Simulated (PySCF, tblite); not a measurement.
# C5H9BO2S: geometry, infrared bands and NMR shifts

Aim: predict the infrared bands and NMR shifts of C5H9BO2S (`C1COB(SC2CC2)O1`).

The runs use tblite 0.8.0 and PySCF 2.14.0, with density-fitted response routines of our own; the level of theory stands in each step. All values are computed, except where a source is named. Atoms are numbered from 0 throughout.

### Step 1. The starting structure

18 atoms, charge 0, multiplicity 1; geometry from: force field or distance geometry start.

Bonds of the start (Å): C0–C1 1.52, C1–O2 1.38, O2–B3 1.48, B3–S4 1.90, S4–C5 1.82, C5–C6 1.50, C6–C7 1.50, B3–O8 1.48, O8–C0 1.41, C7–C5 1.50, C0–H9 1.10, C0–H10 1.09, C1–H11 1.12, C1–H12 1.09, C5–H13 1.10, C6–H14 1.13, C6–H15 1.13, C7–H16 1.12, C7–H17 1.11.

### Step 2. Geometry optimisation with GFN2-xTB

The job: settings as JSON, then the geometry in Å.

```
{"job": {"kind": "relax", "xc": "GFN2-xTB", "basis": "xTB"}, "charge": 0, "multiplicity": 1}
C      3.207700     0.361600    -0.030100
C      2.832200    -0.980300    -0.648000
O      1.877900    -0.544600    -1.552200
B      0.985600     0.185800    -0.631100
S     -0.611000    -0.645400    -0.011200
C     -2.020100     0.332700    -0.632400
C     -2.948500     0.785100     0.450300
C     -3.378900    -0.290900    -0.507500
O      1.922400     0.824600     0.313100
H      3.642400     0.958600    -0.848600
H      3.857900     0.274100     0.840500
H      2.344500    -1.580800     0.155200
H      3.681700    -1.481000    -1.110200
H     -1.764100     0.978100    -1.483900
H     -3.442700     1.793700     0.383000
H     -2.697800     0.401900     1.487600
H     -3.430000    -1.337000    -0.107400
H     -4.068100    -0.030000    -1.343600
```

The run is started by

```
$ OMP_NUM_THREADS=1 python probes_run.py task.json out
```

One launch serves the whole session: the jobs run in the order shown.

**Question.** This job is followed by: GFN2-xTB harmonic vibrations, gas phase; GIAO PBE0/pcSseg-1 NMR shielding, non-relativistic, gas phase. Predict these results of the whole session: strongest single infrared mode (GFN2-xTB); zero-point energy (GFN2-xTB); 13C shifts against TMS (PBE0/pcSseg-1, means over atoms taken as alike); 1H shifts against TMS (PBE0/pcSseg-1, means over atoms taken as alike); 17O shifts against H2O (PBE0/pcSseg-1, means over atoms taken as alike); 11B shifts against BF3·OEt2 (PBE0/pcSseg-1); 33S shifts against CS2 (PBE0/pcSseg-1); surface potential, 1st and 99th percentile.

As calculated:

| quantity | value |
| --- | --- |
| strongest single infrared mode (GFN2-xTB) | 1157 cm⁻¹, 546 km/mol |
| zero-point energy (GFN2-xTB) | 87.6 kcal/mol |
| 13C shifts against TMS (PBE0/pcSseg-1, means over atoms taken as alike) | 70.6, 17.5, 9.8 ppm |
| 1H shifts against TMS (PBE0/pcSseg-1, means over atoms taken as alike) | 4.57, 2.10, 0.80, 0.38 ppm |
| 17O shifts against H2O (PBE0/pcSseg-1, means over atoms taken as alike) | 121.7 ppm |
| 11B shifts against BF3·OEt2 (PBE0/pcSseg-1) | 33.8 ppm |
| 33S shifts against CS2 (PBE0/pcSseg-1) | -57 ppm |
| surface potential, 1st and 99th percentile | -1.34 V and 1.21 V |

Relaxing lowered the energy by 2.097 eV in 98 steps; the close pair that moved most is B3–S4, from 1.904 to 1.789 Å. All 48 modes are real, so the xTB geometry is a minimum. The strongest single mode, at 1157 cm⁻¹, moves mainly B3. Unscaled tight-binding wavenumbers are off by several per cent, some by more. Its intensities can rank the bands wrongly. C0, C1 (mean) (sp3 CH2 bonded to O) lies farthest downfield among carbon, at 70.6 ppm; pulled downfield by the heteroatom. The most deshielded hydrogen is H9, H10, H11, H12 (mean) (hydrogen on an sp3 CH2 bonded to O), at 4.57 ppm: its carbon carries O, hence the downfield position. At PBE0/pcSseg-1: The widest tensor belongs to S4: span 284 ppm, with a paramagnetic part of -499 ppm.
